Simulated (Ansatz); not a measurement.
# TiN: a single-point run

Wanted: a converged single-point run for TiN, and a check of what comes out. The structure is shown as the input types it.

Computed with Ansatz 0.2.0 (DFT, PBEsol, PAW with Ansatz's default frozen-core files, scalar-relativistic (as first typed), unless a step's input says otherwise).

## Step 1: The starting structure

The structure is cubic, space group Fm-3m (No. 225). Conventional cell: a = 4.244 Å, b = 4.244 Å, c = 4.244 Å, α = 90.00°, β = 90.00°, γ = 90.00°. Ti (site symmetry m-3m) is surrounded by 6 N at 2.12 Å. N (site symmetry m-3m) has 6 Ti at 2.12 Å in its first shell of neighbours.

Coordinates:

```xyz
2
Lattice="0.0000 2.1220 2.1220 2.1220 0.0000 2.1220 2.1220 2.1220 0.0000" Properties=species:S:1:pos:R:3 pbc="T T T"
Ti    0.0000    0.0000    0.0000
N     2.1220    2.1220    2.1220
```

## Step 2: Input and run

Input file input.yaml:

```yaml
crystal:
  lattice:
    - [0.0, 2.122, 2.122]
    - [2.122, 0.0, 2.122]
    - [2.122, 2.122, 0.0]
  atoms:
    - { symbol: Ti, position: [0.0, 0.0, 0.0] }
    - { symbol: "N", position: [0.5, 0.5, 0.5] }
kpoints:
  mp_grid: { grid: [13, 13, 13] }
  band_path:
    path:
      - [0.0, 0.0, 0.0]
      - [0.5, 0.0, 0.5]
      - [0.625, 0.25, 0.625]
      - [0.375, 0.375, 0.75]
      - [0.0, 0.0, 0.0]
      - [0.5, 0.5, 0.5]
      - [0.5, 0.25, 0.75]
      - [0.5, 0.0, 0.5]
    npoints: 5
scf:
  occupations: { method: fermi_dirac, width: 0.05 }
  convergence: { dr2_threshold: 1.0e-16 }
  max_iter: 80
hamiltonian:
  xc: pbesol
  pseudopotentials: { kind: paw }
output:
  forces: true
  stress: true
  eigenvalues: true
  efg: { contact_densities: true }
```

On the command line:

```console
> ansatz run input.yaml --threads 1 --pin off --max-ram 2048MiB --backend cpu --events-out ev --progress --plain --runs-dir out
```

Q: Will this input give a usable result? If not, why, and what should change?

This run ends as converged. Convergence says nothing about whether the input makes sense.

In the input, scf.convergence.dr2_threshold is 1.0e-16. The risk: threshold needlessly tight. Once met, so tight a threshold does no harm; it costs cycles.

The test: delete scf.convergence.dr2_threshold (the default then holds).
